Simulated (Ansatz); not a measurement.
# AlNi: the cost of one run

Method: DFT PBEsol, scalar-relativistic, plane waves, PAW, in Ansatz 0.2.0.

### Step 1. The structure to begin with

It takes space group Pm-3m (No. 221, cubic). Conventional cell: a = 2.881 Å, b = 2.881 Å, c = 2.881 Å, α = 90.00°, β = 90.00°, γ = 90.00°. Al (site symmetry m-3m) is surrounded by 8 Ni at 2.50 Å. Ni (site symmetry m-3m) has 8 Al at 2.50 Å as nearest neighbours.

As a file:

```cif
data_structure
_symmetry_space_group_name_H-M 'P 1'
_symmetry_Int_Tables_number 1
_cell_length_a 2.8810
_cell_length_b 2.8810
_cell_length_c 2.8810
_cell_angle_alpha 90.000
_cell_angle_beta 90.000
_cell_angle_gamma 90.000
_cell_volume 23.91
loop_
_atom_site_label
_atom_site_type_symbol
_atom_site_fract_x
_atom_site_fract_y
_atom_site_fract_z
_atom_site_occupancy
Al1 Al 0.00000 0.00000 0.00000 1
Ni1 Ni 0.50000 0.50000 0.50000 1
```

Source of the structure: the Crystallography Open Database.

### Step 2. Quick check of gap, pressure and forces

The input, input.yaml:

```yaml
crystal:
  lattice:
    - [2.881, 0.0, 0.0]
    - [0.0, 2.881, 0.0]
    - [0.0, 0.0, 2.881]
  atoms:
    - { symbol: Al, position: [0.0, 0.0, 0.0] }
    - { symbol: Ni, position: [0.5, 0.5, 0.5], spin: 2.0 }
basis:
  ecutwfc: 420
kpoints:
  mp_grid: { grid: [6, 6, 6] }
hamiltonian:
  xc: pbesol
scf:
  occupations: { method: gaussian, width: 0.1 }
  lower_state_search: "off"
output:
  forces: true
  stress: true
  eigenvalues: true
  populations: true
magnetization:
  spin_polarized: true
```

On the command line:

```bash
> ansatz run input.yaml --threads 1 --pin off --max-ram 1228MiB --backend cpu --events-out ev --progress --plain --runs-dir out
```

**Question.** How long does this run take on 1 thread of an x86-64 CPU, shared host, and how much memory does it need?

About 3.4 s, with a peak of 0.39 GiB.
